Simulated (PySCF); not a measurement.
**C₄H₇B: geometry, NMR shifts, spin-spin couplings, electronic excitations and core binding energies**

Aim: predict the NMR shifts, spin-spin couplings, electronic excitations and core binding energies of C₄H₇B (`BCC=C=C`).

Computed with PySCF 2.14.0, with density-fitted response routines of our own, on a single molecule in the gas phase. Atoms count from 0, in the outputs and in this text.

## Step 1: Starting geometry

12 atoms, charge 0, multiplicity 1; geometry from: GFN2-xTB.

Bonds of the start (Å): B0–C1 1.57, C1–C2 1.51, C2–C3 1.31, C3–C4 1.29, B0–H5 1.17, B0–H6 1.17, C1–H7 1.08, C1–H8 1.08, C2–H9 1.08, C4–H10 1.08, C4–H11 1.08.

## Step 2: Optimising the geometry at PBE0-D3(BJ)/def2-SVP

The job: settings as JSON, then the geometry in Å.

```
{"job": {"xc": "PBE0", "basis": "def2-SVP", "d3": "d3bj", "grid": 1, "kind": "geom"}, "charge": 0, "multiplicity": 1}
B     -1.414926     0.575886    -0.113799
C     -1.052437    -0.457052     1.007254
C     -0.058610    -0.861329    -0.049896
C      1.004920    -0.156185    -0.350709
C      2.096697     0.489998    -0.596466
H     -0.988639     1.663272    -0.043163
H     -2.145283     0.287305    -0.983587
H     -1.724511    -1.273898     1.244220
H     -0.578184    -0.082869     1.908372
H     -0.294691    -1.735800    -0.642390
H      3.029606     0.232999    -0.118392
H      2.127255     1.316988    -1.287470
```

**Question.** This job is followed by: GIAO PBE0/pcSseg-1 NMR shielding, non-relativistic, gas phase; B3LYP/pcJ-1 indirect spin-spin coupling, non-relativistic, gas phase; TDDFT PBE0/def2-SVPD, vertical, gas phase, core orbitals frozen in the response; GIAO PBE0/pcSseg-2 NMR shielding, non-relativistic, gas phase; delta-SCF UKS SCAN, pcX-2 on the ionised atom, pcseg-1 elsewhere, spin-free X2C. Predict these results of the whole session: point group; rotational constants (main isotopes); 13C shifts against TMS (PBE0/pcSseg-1); 1H shifts against TMS (PBE0/pcSseg-1, means over atoms taken as alike); 11B shifts against BF3·OEt2 (PBE0/pcSseg-1); largest coupling of the table (B3LYP/pcJ-1); lowest singlet (PBE0/def2-SVPD); brightest single state of those computed; lowest triplet; vertical ionisation energy (ΔSCF); C1s binding energies, SCAN/pcX-2 (standing for 3 of 4 atoms); B1s binding energies, SCAN/pcX-2; range of the shift of C3.

**Answer**, as computed:

| quantity | value |
| --- | --- |
| point group | C1 |
| rotational constants (main isotopes) | 13.73, 3.92, 3.49 GHz |
| 13C shifts against TMS (PBE0/pcSseg-1) | 189.3, 101.9, 92.6, 49.3 ppm |
| 1H shifts against TMS (PBE0/pcSseg-1, means over atoms taken as alike) | 5.57, 5.03, 2.55, 0.75 ppm |
| 11B shifts against BF3·OEt2 (PBE0/pcSseg-1) | -56.7 ppm |
| largest coupling of the table (B3LYP/pcJ-1) | 1J(C,H) C4–H10, 177.0 Hz |
| lowest singlet (PBE0/def2-SVPD) | 5.30 eV (234 nm), f = 0.047 |
| brightest single state of those computed | state 5, 6.91 eV, f = 0.395 |
| lowest triplet | 4.02 eV |
| vertical ionisation energy (ΔSCF) | 9.59 eV |
| C1s binding energies, SCAN/pcX-2 (standing for 3 of 4 atoms) | C2 291.94, C1 290.69, C4 290.40 eV |
| B1s binding energies, SCAN/pcX-2 | B0 194.77 eV |
| range of the shift of C3 | 189.3 to 194.3 ppm |

In words: Relaxing lowered the energy by 0.161 eV in 18 steps; the close pair that moved most is B0–C3, from 2.539 to 1.733 Å. No frequency check was run at this level, so the end point may be a saddle. H10, H11 (mean) (hydrogen on a terminal carbon of a cumulated C=C=C unit) lies farthest downfield among hydrogen, at 5.57 ppm; attached to an sp2 carbon and in the plane of the double bond. At PBE0/pcSseg-1: The widest tensor belongs to C4: span 178 ppm, with a paramagnetic part of -174 ppm. In the run at B3LYP/pcJ-1, the largest coupling of the table is C4–H10 (mean over like pairs), 177.0 Hz, of which the Fermi-contact term gives 175.9 Hz. Couplings across rotatable bonds belong to this one conformer; where others are populated, the observed values are averages. The first singlet state (HOMO→LUMO 0.87, HOMO→LUMO+1 0.10) lies at 5.30 eV and is weak; of the 10 states computed, the strongest absorption comes from state 5 at 6.91 eV. The lowest triplet lies 1.28 eV below the lowest singlet (triplets in Tamm-Dancoff, singlets in full TDDFT). The orbital energy would give 7.57 eV for ionisation, ΔSCF gives 9.59 eV. C2 binds its C1s electron 1.53 eV more tightly than C4 (terminal carbon of a cumulated C=C=C unit). Only 3 of the 4 C atoms are covered by sound results. In ppm, C3 moves most: its shift spreads over 5.0 ppm, from 189.3 (PBE0/pcSseg-1) to 194.3 (PBE0/pcSseg-2).
